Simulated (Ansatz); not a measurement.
The system is CaB2.

```
CELL_PARAMETERS angstrom
3.22643 0.00000 0.00000
-1.61322 2.79417 0.00000
0.00000 0.00000 4.06739
ATOMIC_POSITIONS crystal
Ca 0.00000 0.00000 0.00000
B 0.66667 0.33333 0.50000
B 0.33333 0.66667 0.50000
```

The cell comes from a database or a generator and needn't be the stable form of this composition.

Base run:

```yaml
Program: Ansatz 0.2.0
Functional: PBE
Potentials_or_basis: Ansatz PAW
Cutoff: 420 eV
Density_cutoff: 1680 eV
k_mesh: 9 × 9 × 7
Occupations: fermi-dirac, width 0.05 eV
Spin: no spin polarisation
```

Its results: band gap on the k mesh none (metal or under the smearing width); pressure -0.4 GPa.

Task: After a change of settings the same cell gave: band gap on the k mesh none (metal or under the smearing width); pressure -3.3 GPa. Which change was it?
A. functional from PBE to RPBE
B. functional from PBE to PBEsol
C. functional from PBE to r2SCAN; cutoff from 420 eV to 500 eV; density cutoff from 1680 eV to 2000 eV
D. functional from PBE to BLYP

Result: B.

PBEsol binds more tightly than PBE, so the same cell stands under less pressure.

Caveats: the PAW data sets come from PBE, with cores solved anew for the run's functional, which leaves a small shift of forces and pressure (some runs).

Not every run made on this cell is shown here.
